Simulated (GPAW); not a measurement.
Runs of GPAW 26.7.0 on PtSe. The structure is hexagonal, space group P-6m2 (No. 187). Conventional cell: a = 3.702 Å, b = 3.702 Å, c = 3.613 Å, α = 90.00°, β = 90.00°, γ = 120.00°. Pt (site symmetry -6m2) is surrounded by 6 Se at 2.80 Å. Se (site symmetry -6m2) has 6 Pt at 2.80 Å as nearest neighbours. The cell comes from a database or a generator and needn't be the stable form of this composition.

```csv
task,level,potentials or basis,spin,U,k mesh,cutoff (eV),smearing,eigensolver,mixer,data set,mesh quality,gap on the mesh (eV),pressure (GPa),moment (μB)
single point,LDA+U,"the program's PAW data sets (release 1.2.1) made for this functional, pw","collinear, ferromagnetic start",Pt d U = 2 eV,6 × 6 × 5,600,gaussian 0.05 eV,-,-,-,not flagged,none,-18.8,0.00
single point,AM05,"PAW data sets generated in the run's folder for this functional, pw",off,-,8 × 8 × 7,600,fermi-dirac 0.05 eV,-,-,-,not flagged,none,-16.2,-
single point,PBEsol+U,"PAW data sets generated in the run's folder for this functional, pw","collinear, ferromagnetic start",Pt d U = 2 eV,6 × 6 × 5,600,gaussian 0.05 eV,-,-,-,not flagged,none,-16.5,0.00
single point,LDA+U,"the program's PAW data sets (release 1.2.1) made for this functional, pw","collinear, ferromagnetic start",Pt d U = 6 eV,6 × 6 × 5,600,gaussian 0.05 eV,-,-,-,not flagged,none,(c),0.00
single point,PBE,"GPAW PAW data sets (gpaw-data 1.2.1), pw",off,-,8 × 8 × 7,600,fermi-dirac 0.05 eV,-,-,-,not flagged,none,-11.3,-
single point,PBEsol+U,"PAW data sets generated in the run's folder for this functional, pw","collinear, ferromagnetic start",Pt d U = 6 eV,6 × 6 × 5,600,gaussian 0.05 eV,-,-,-,not flagged,none,(a),0.00
single point,r2SCAN,"GPAW PAW data sets (gpaw-data 1.2.1), pw",off,-,8 × 8 × 7,600,fermi-dirac 0.05 eV,-,-,-,not flagged,none,-13.2,-
single point,vdW-DF2,"GPAW PAW data sets (gpaw-data 1.2.1), pw",off,-,8 × 8 × 7,600,fermi-dirac 0.05 eV,-,-,-,not flagged,none,-,-
single point,BLYP,"PAW data sets generated in the run's folder for this functional, pw",off,-,8 × 8 × 7,600,fermi-dirac 0.05 eV,davidson,-,-,not flagged,none,-4.5,-
single point,LDA,"the program's PAW data sets (release 1.2.1) made for this functional, pw",off,-,8 × 8 × 7,600,fermi-dirac 0.05 eV,-,-,-,not flagged,none,-18.4,-
single point,TB-mBJ,"GPAW PAW data sets for LDA (gpaw-data 1.2.1), pw",off,-,8 × 8 × 7,600,fermi-dirac 0.05 eV,-,-,-,not flagged,none,-,-
electron localisation function,PBE,"GPAW PAW data sets (gpaw-data 1.2.1), other valence, pw",off,-,5 × 5 × 5,510,fermi-dirac 0.01 eV,-,pulay beta=0.25 nmaxold=5 weight=1.0,Pt 10,coarse,none,(b),-
```

Alike in all rows: cell as given.

Task: Estimate the missing entries.

Result: (a) -16.7; (b) -11.6; (c) -19.2.

Caveats: some runs use coarse meshes; the PAW data sets were made with another functional, which shifts forces and pressure a little (some runs); a model potential gives levels but no total energy (some runs); the cutoff is short for stress and forces, so pressures can be off by a GPa or more (some runs).

A k mesh can miss the band edges, and the runs leave out spin-orbit coupling on Pt, Se.

A gap of «none» marks a metal or a gap under the smearing width.

Not every run made on this cell is shown here.
